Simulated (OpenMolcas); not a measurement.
# InH5O (SMILES [H][In]([H])([H])<-[OH2]) at 5 levels

Wanted: a comparison of 5 runs (HF/STO-3G, HF/3-21G, HF/def2-SVP, PBE0/def2-SVP, MP2/def2-SVPD) of InH5O. 

The results are computed with OpenMolcas 26.06.

6 further runs of the same task are left out: 1 that didn't finish, 5 set aside as unsound or not needed.

### 1 Starting point

The species is InH5O (7 atoms), meant as a singlet with charge 0. As SMILES, `[H][In]([H])([H])<-[OH2]`. The shape comes from GFN2-xTB, which is rough for such elements, and wasn't checked as a minimum.

Bond lengths: In1–O2 2.413 Å, O2–H3 0.965 Å, O2–H4 0.964 Å, In1–H5 1.694 Å, In1–H6 1.707 Å, In1–H7 1.696 Å. Angles: In1–O2–H3 112.6°, In1–O2–H4 114.3°, O2–In1–H5 96.7°, O2–In1–H6 91.6°, O2–In1–H7 95.0°, H3–O2–H4 107.9°, H5–In1–H6 118.6°, H5–In1–H7 121.1°, H6–In1–H7 118.4°.

### 2 Energy and forces at HF/STO-3G (run 1)

Input file job.input:

```
>>> EXPORT MOLCAS_PRINT=2

&GATEWAY
 BasLib=$CurrDir
 Coord
 7
 angstrom
 In       0.081900      -0.120640      -1.085250
 O        0.069870      -0.087580       1.327060
 H       -0.816510      -0.186890       1.694150
 H        0.465540       0.701390       1.715170
 H        1.765070      -0.083490      -1.275430
 H       -0.782020       1.350340      -1.158040
 H       -0.783850      -1.573120      -1.217660
 Basis=STO-3G
 Group=NoSym

&SEWARD

&SCF
 Thresholds=1e-10 1e-07 1e-07 1e-05
 PrOrbitals=1 2

&ALASKA
```

The basis set STO-3G is read from a file made from the Basis Set Exchange's data (not shown).

Launch:

```sh
$ export MOLCAS_MEM=1860
$ pymolcas job.input > job.log
```

The log of the run:

```text
--- Start Module: gateway ---
[...]
--- Stop Module: gateway /rc=_RC_ALL_IS_WELL_ ---
[...]
      Basis functions           37
[...]
--- Start Module: scf ---
[...]
       Convergence after  10 Iterations
[...]
::    Total SCF energy                              -5759.5977354424
[...]
      Total spin, S                                     0.0000000000
[...]
      Total electronic charge=   62.000000
      Total            charge=   -0.000000
[...]
      Dipole Moment (debye):
      Origin of the operator (angstrom)=    0.0763   -0.1107   -0.7630
                   X= -7.3547E-01               Y=  1.0777E+00               Z=  3.7463E+00           Total=  3.9670E+00
      Quadrupole Moment (debye*angstrom):
[...]
--- Stop Module: scf /rc=_RC_ALL_IS_WELL_ ---
--- Start Module: alaska ---
[...]
 *              Molecular gradients               *
 **************************************************
  Irreducible representation: a
 ------------------------------------------------------------------------------------------
                              X                       Y                       Z
 ------------------------------------------------------------------------------------------
  IN1               1.39577584639028E-03   -2.16419726452710E-03   -2.05942309834839E-02
  O2               -1.85606978557153E-02    2.75307202019781E-02    5.60479478386782E-02
  H3                1.83763254031000E-02   -6.90614522220473E-03   -1.47363498304180E-02
  H4                6.66812814471562E-05   -2.00913046143816E-02   -1.46858975926638E-02
  H5                2.79708846295250E-02    8.25454786493179E-04   -3.13216861147736E-03
  H6               -1.46549560473046E-02    2.49624729743605E-02   -9.14518298733680E-04
  H7               -1.45940132574518E-02   -2.41570008617202E-02   -1.98478252186662E-03
 ------------------------------------------------------------------------------------------
--- Stop Module: alaska /rc=_RC_ALL_IS_WELL_ ---
[...]
```

Run time: 3.3 s. Hardware: 1 thread of Intel Xeon Platinum 8259CL at 2.50GHz (Skylake/Cascade Lake), shared host; peak memory 0.37 GiB.

### 3 Energy and gradient at HF/3-21G (run 2)

Input file mol.inp:

```
&GATEWAY
  BasLib=$CurrDir
  BasisSet
  In.3-21G....
  In1 0.081900 -0.120640 -1.085250 angstrom
  End of Basis
  BasisSet
  O.3-21G....
  O2 0.069870 -0.087580 1.327060 angstrom
  End of Basis
  BasisSet
  H.3-21G....
  H3 -0.816510 -0.186890 1.694150 angstrom
  H4 0.465540 0.701390 1.715170 angstrom
  H5 1.765070 -0.083490 -1.275430 angstrom
  H6 -0.782020 1.350340 -1.158040 angstrom
  H7 -0.783850 -1.573120 -1.217660 angstrom
  End of Basis

&SEWARD

&SCF
  Thresholds=1e-10 1e-07 1e-07 1e-05
  PrOrbitals=0

&ALASKA
```

The basis set 3-21G is read from a file made from the Basis Set Exchange's data (not shown).

Launch:

```sh
$ export MOLCAS_MEM=1860
$ pymolcas mol.inp > mol.log
```

The log of the run:

```text
--- Start Module: gateway ---
[...]
--- Stop Module: gateway /rc=_RC_ALL_IS_WELL_ ---
[...]
      Basis functions           50
[...]
--- Start Module: scf ---
[...]
       Convergence after  11 Iterations
[...]
::    Total SCF energy                              -5792.0395066978
[...]
      Total spin, S                                     0.0000000000
[...]
      Total electronic charge=   62.000000
      Total            charge=   -0.000000
[...]
      Dipole Moment (debye):
      Origin of the operator (angstrom)=    0.0763   -0.1107   -0.7630
                   X= -9.2729E-01               Y=  1.3491E+00               Z=  4.0091E+00           Total=  4.3305E+00
      Quadrupole Moment (debye*angstrom):
[...]
--- Stop Module: scf /rc=_RC_ALL_IS_WELL_ ---
--- Start Module: alaska ---
[...]
 *              Molecular gradients               *
 **************************************************
  Irreducible representation: a
 ------------------------------------------------------------------------------------------
                              X                       Y                       Z
 ------------------------------------------------------------------------------------------
  IN1              -1.01466975833675E-03    1.06202142226031E-03   -1.69011948950519E-02
  O2                3.81306500524925E-03   -4.79448358820900E-03    1.18427224346505E-02
  H3                2.74656410093588E-03    4.92866029742967E-03   -2.07617225136625E-03
  H4               -5.61147197285838E-03   -1.16544944212160E-03   -1.90776006817028E-03
  H5               -2.34540470391922E-02   -6.56886682898483E-04    3.91327943506559E-03
  H6                1.13573381029255E-02   -1.92947914994308E-02    2.08813847762113E-03
  H7                1.21632215612868E-02    1.99209294929732E-02    3.04098686727239E-03
 ------------------------------------------------------------------------------------------
--- Stop Module: alaska /rc=_RC_ALL_IS_WELL_ ---
[...]
```

It took 3.6 s on 1 thread of Intel Xeon Platinum 8259CL at 2.50GHz (Skylake/Cascade Lake), shared host; peak memory 0.38 GiB.

### 4 Energy and gradient at HF/def2-SVP (core potential) (run 3)

Input file geom.xyz:

```xyz
7

In     0.081900    -0.120640    -1.085250
O      0.069870    -0.087580     1.327060
H     -0.816510    -0.186890     1.694150
H      0.465540     0.701390     1.715170
H      1.765070    -0.083490    -1.275430
H     -0.782020     1.350340    -1.158040
H     -0.783850    -1.573120    -1.217660
```

Input file calc.input:

```
&gateway
  baslib=$CurrDir
  coord=geom.xyz
  basis=def2-SVP
  group=NoSym

&seward

&scf
  thresholds=1e-10 1e-07 1e-07 1e-05
  prorbitals=1 1

&alaska
```

The basis set def2-SVP is read from a file made from the Basis Set Exchange's data (not shown).

Launch:

```sh
$ export MOLCAS_MEM=1860
$ pymolcas calc.input > calc.log
```

The log of the run:

```text
--- Start Module: gateway ---
[...]
--- Stop Module: gateway /rc=_RC_ALL_IS_WELL_ ---
[...]
      Basis functions           65
[...]
--- Start Module: scf ---
[...]
       Convergence after  12 Iterations
[...]
::    Total SCF energy                               -266.8853793104
[...]
      Total spin, S                                     0.0000000000
[...]
      Total electronic charge=   34.000000
      Total            charge=   -0.000000
[...]
      Dipole Moment (debye):
      Origin of the operator (angstrom)=    0.0763   -0.1107   -0.7630
                   X= -7.6842E-01               Y=  1.1212E+00               Z=  3.6295E+00           Total=  3.8756E+00
      Quadrupole Moment (debye*angstrom):
[...]
--- Stop Module: scf /rc=_RC_ALL_IS_WELL_ ---
[...]
--- Start Module: alaska ---
[...]
 *              Molecular gradients               *
 **************************************************
  Irreducible representation: a
 ------------------------------------------------------------------------------------------
                              X                       Y                       Z
 ------------------------------------------------------------------------------------------
  IN1               3.32679373250572E-04   -6.54268565089239E-04   -1.01725451995271E-03
  O2                8.42711165446364E-03   -1.13144874795164E-02   -1.36649713856443E-02
  H3               -1.80147831019530E-02   -3.71780290760526E-03    4.49534314484268E-03
  H4                9.62355316197305E-03    1.51344086768153E-02    5.13691483912160E-03
  H5               -1.39238262054295E-02   -2.00632501665535E-04    1.85311744112127E-03
  H6                6.53187887283013E-03   -1.11300895982218E-02    1.75536248509145E-03
  H7                7.02338624490073E-03    1.18828723752680E-02    1.44148799544985E-03
 ------------------------------------------------------------------------------------------
--- Stop Module: alaska /rc=_RC_ALL_IS_WELL_ ---
[...]
```

Run time: 5.4 s. Hardware: 1 thread of Intel Xeon Platinum 8259CL at 2.50GHz (Skylake/Cascade Lake), shared host; peak memory 0.41 GiB.

Run 4 isn't shown in full; the table further down has it.

### 5 The energy at MP2/def2-SVPD (core potential) (run 5)

Input file input.xyz:

```xyz
7

In     0.081900    -0.120640    -1.085250
O      0.069870    -0.087580     1.327060
H     -0.816510    -0.186890     1.694150
H      0.465540     0.701390     1.715170
H      1.765070    -0.083490    -1.275430
H     -0.782020     1.350340    -1.158040
H     -0.783850    -1.573120    -1.217660
```

Input file run.inp:

```
&GATEWAY
 BasLib=$CurrDir
 Coord=input.xyz
 Basis=def2-SVPD
 Group=NoSym

&SEWARD

&SCF
 Thresholds=1e-10 1e-07 1e-07 1e-05
 PrOrbitals=1 1

&MBPT2
 Frozen=5
```

The basis set def2-SVPD is read from a file made from the Basis Set Exchange's data (not shown).

Launch:

```sh
$ export MOLCAS_MEM=1860
$ pymolcas run.inp > run.log
```

The log of the run:

```text
--- Start Module: gateway ---
[...]
--- Stop Module: gateway /rc=_RC_ALL_IS_WELL_ ---
[...]
      Basis functions           95
[...]
--- Start Module: scf ---
[...]
       Convergence after  12 Iterations
[...]
::    Total SCF energy                               -266.8928393005
[...]
      Total spin, S                                     0.0000000000
[...]
      Total electronic charge=   34.000000
      Total            charge=   -0.000000
[...]
      Dipole Moment (debye):
      Origin of the operator (angstrom)=    0.0763   -0.1107   -0.7630
                   X= -7.1167E-01               Y=  1.0395E+00               Z=  3.5087E+00           Total=  3.7280E+00
      Quadrupole Moment (debye*angstrom):
[...]
--- Stop Module: scf /rc=_RC_ALL_IS_WELL_ ---
[...]
--- Start Module: mbpt2 ---
[...]
WARNING!
Default frozen orbitals as non valence orbitals is overwritten by user input.
Default values:   1
[...]
       Reference weight ( Cref**2 )         =        0.90272
::    Total MBPT2 energy                             -267.2239525493
[...]
      Total MBPT2 calculations                           0.43      0.48
--- Stop Module: mbpt2 /rc=_RC_ALL_IS_WELL_ ---
[...]
```

Wall time 11 s (1 thread of Intel Xeon Platinum 8259CL at 2.50GHz (Skylake/Cascade Lake), shared host); peak memory 0.53 GiB.

### 6 Overview of the runs

```csv
run,level,integration grid,task,energy (Eh),dipole moment (D) of the reference,HOMO energy (eV),LUMO energy (eV),wall time
1,HF/STO-3G,–,gradient,-5759.597735,3.97,-7.72,8.55,3.3 s
2,HF/3-21G,–,gradient,-5792.039507,4.33,-10.22,2.39,3.6 s
3,HF/def2-SVP (core potential),–,gradient,-266.885379,3.88,-10.32,2.09,5.4 s
4,PBE0/def2-SVP (core potential),UltraFine,gradient,-268.176566,3.88,-7.39,-0.55,20 s
5,MP2/def2-SVPD (core potential),–,energy,-267.223953,3.73,-10.37,1.23,11 s
```

### 7 What came out

| quantity | value |
| --- | --- |
| run 5: total energy | -267.22395 Eh |
| run 5: dipole moment (mean-field density) | 3.73 D |
| run 5: HOMO energy (Hartree–Fock orbitals) | -10.37 eV |
| run 5: LUMO energy (Hartree–Fock orbitals) | 1.23 eV |
| run 5: HOMO–LUMO gap (Hartree–Fock orbitals) | 11.60 eV |
| run 5: correlation energy (5 core orbitals frozen) | -331.1 mEh |

In words: Over runs 1, 2, 3, 4 the dipole moment (its size) runs from 3.88 D (HF/def2-SVP) to 4.33 D (HF/3-21G). The two ends differ in basis and core potential. Over runs 1, 2, 3, 4 the HOMO–LUMO gap runs from 6.84 eV (PBE0/def2-SVP) to 16.28 eV (HF/STO-3G). The two ends differ in method and basis and core potential. Some runs of one species differ in core potentials or relativity; totals across that change don't compare. In run 1 the basis is minimal, so the values are rough. In runs 1, 2 relativity is left out where basis or elements ask for it. All runs together took 43 s, the longest 20 s.
